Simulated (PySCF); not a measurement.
**A diatomic session: MgIn**

One job finds the state of MgIn, follows it along the bond with each method and fits the curves.

Method: Mg def2-SVPD, In def2-SVPD with ECP28, scalar-relativistic core potentials; program: PySCF 2.14.0.

## 1. Input

The job is set up so:

```
atoms                         : Mg, In
charge                        : 0
basis                         : Mg def2-SVPD, In def2-SVPD with ECP28
Hamiltonian                   : scalar-relativistic core potentials
basis functions               : 53
electrons treated             : 33
masses in u                   : 23.9850, 114.9039
levels                        : PBE0, PBE, r²SCAN, revPBE, r²SCAN0, TPSS, LC-ωPBE, HF, MP2, SCS-MP2
grid                          : 80 radial by 434 angular points
occupations                   : held fixed by the projection of orbital angular momentum
dissociation limit            : Mg + In, each in its ground configuration
starting distance in angstrom : 2.745
values of 2S to try           : 1, 3
```

Started as:

```bash
$ OMP_NUM_THREADS=1 python dia.py task.json out
```

Further steps of the session: First curve: PBE0; Other states along the same grid; PBE (GGA); r²SCAN (meta-GGA); revPBE (GGA); r²SCAN0; TPSS (meta-GGA); LC-ωPBE (range-separated hybrid); ROHF (mean field).

**Question.** What will these runs give? Wanted: for each run, Re; ωe; De; μ.

As calculated:

Lowest PBE0 solution found, without spin–orbit coupling: ²Π (doublet), unpaired electrons π ↑. State 2 has its PBE0 minimum 0.16 eV higher. State 3 has its PBE0 minimum 1.47 eV higher. The other levels ran on the lowest alone.

```csv
level,Re (Å),ωe (cm⁻¹),De (eV),μ (D)
ROHF-MP2,3.082,128.2,0.271,n/a
ROHF-SCS-MP2,3.159,106.9,0.191,n/a
PBE,3.001,159.5,0.52,-0.77
revPBE,3.040,151.0,0.420,-0.68
TPSS,2.993,160.2,0.482,-0.74
r²SCAN,2.969,167.8,0.53,-1.03
PBE0,3.019,152.1,0.432,-0.96
r²SCAN0,2.993,158.9,0.454,-1.17
LC-ωPBE,3.058,126.1,0.263,-1.23
```

De is counted to Mg + In in their ground configurations. A positive dipole means Mg(−)In(+). No constants: ROHF (no minimum is bracketed among the points kept). ⟨S²⟩ is off the pure value of 0.75 by over a tenth at LC-ωPBE 0.85.

In words: Bond lengths run from 2.969 Å (r²SCAN) to 3.159 Å (ROHF-SCS-MP2). Among the levels with a De in the table, it runs from 0.191 eV (ROHF-SCS-MP2) to 0.53 eV (r²SCAN).

Correlated steps freeze 5 core orbitals. These are scalar-relativistic numbers at best; spin–orbit coupling would shift them, the dissociation energy most.
